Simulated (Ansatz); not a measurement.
## LaTe, space group Pm-3m: a convergence test of the plane-wave cutoff, step by step

Program: Ansatz 0.2.0 through its Python package.

Notebook, run cell by cell (the value of a cell's last expression is shown):

**Cell 1**
```python
import ansatz
import matplotlib.pyplot as plt
import numpy as np

vectors = np.array([
    [3.936092, 0.0, 0.0],
    [0.0, 3.936092, 0.0],
    [0.0, 0.0, 3.936092],
])
cell = (
    ansatz.Lattice.of(vectors)
    .atom("La", (0.0, 0.0, 0.0))
    .atom("Te", (0.5, 0.5, 0.5))
)
```

**Cell 2**
```python
model = cell.calculation()
model = model.functional(ansatz.Functional.PBESOL).kpoints(9)
model = model.occupations("fermi_dirac", width=0.05).stress()
```

**Cell 3**
```python
rows = []
for value in [250, 325, 400, 475, 550]:
    summary = model.basis(value).run(threads=1).report
    rows.append((value, summary["free_energy_ev"] / len(summary["lattice"]["sites"]), summary["n_iterations"], sum(summary["stress_gpa"][i][i] for i in range(3)) / 3, summary["n_pw"]))
```
Output:
```text
DeckWarning: basis.ecutwfc = 250 eV is below the records' recommended 420 eV, and the density's cutoff is lower with it unless basis.ecutrho_ratio is high enough to keep the records' density cutoff: compare with a run at a higher cutoff
DeckWarning: basis.ecutwfc = 325 eV is below the records' recommended 420 eV, and the density's cutoff is lower with it unless basis.ecutrho_ratio is high enough to keep the records' density cutoff: compare with a run at a higher cutoff
DeckWarning: basis.ecutwfc = 400 eV is below the records' recommended 420 eV, and the density's cutoff is lower with it unless basis.ecutrho_ratio is high enough to keep the records' density cutoff: compare with a run at a higher cutoff
```

**Cell 4**
```python
print(" cutoff (eV)   F/atom (eV)    iterations       P (GPa)   plane waves")
for row in rows:
    print(f"{str(row[0]):>12s}  {row[1]:12.5f}  {row[2]:12d}  {row[3]:12.3f}  {row[4]:12d}")
```
Output:
```text
 cutoff (eV)   F/atom (eV)    iterations       P (GPa)   plane waves
         250   -6532.36193             6        -2.678           515
         325   -6532.88518             6        -2.896           799
         400   -6532.89687             6        -2.894          1141
         475   -6532.89752             6        -2.895          1365
         550   -6532.89765             6        -2.896          1791
```

**Cell 5**
```python
for row in rows[:-1]:
    shift = 1000 * (row[1] - rows[-1][1])
    print(f"{row[0]}: {shift:+.2f} meV/atom" + ("  (within 2 meV)" if abs(shift) < 2 else ""))
plt.figure(figsize=(4.5, 3))
plt.plot([str(row[0]) for row in rows], [1000 * (row[1] - rows[-1][1]) for row in rows], "o-")
plt.xlabel("cutoff (eV)")
plt.ylabel("F - F(last) (meV/atom)")
plt.tight_layout()
plt.savefig("ecut.png", dpi=100)
```
Output:
```text
250: +535.72 meV/atom
325: +12.47 meV/atom
400: +0.78 meV/atom  (within 2 meV)
475: +0.13 meV/atom  (within 2 meV)
```

From 400 eV on it stays within 2 meV an atom of the value at 550 eV; the first row (250 eV) is off by 535.7 meV and the last but one by 0.13 meV. The energy falls steadily, as expected when plane waves are added. The pressure moves from -2.68 to -2.90 GPa (the program's stress holds a Pulay correction, so it settles early).

Notes:
- Pressure is positive in compression.
- This cell is a computed structure, which may not be the phase found in nature.
- Warnings are shown shortened and without file and line.
- Shifts are counted from the last row, which is itself no proven limit.
- Hardware and time: 11 s on 1 thread of Intel(R) Xeon(R) Processor @ 2.30GHz (shared host), peak memory 0.61 GiB.
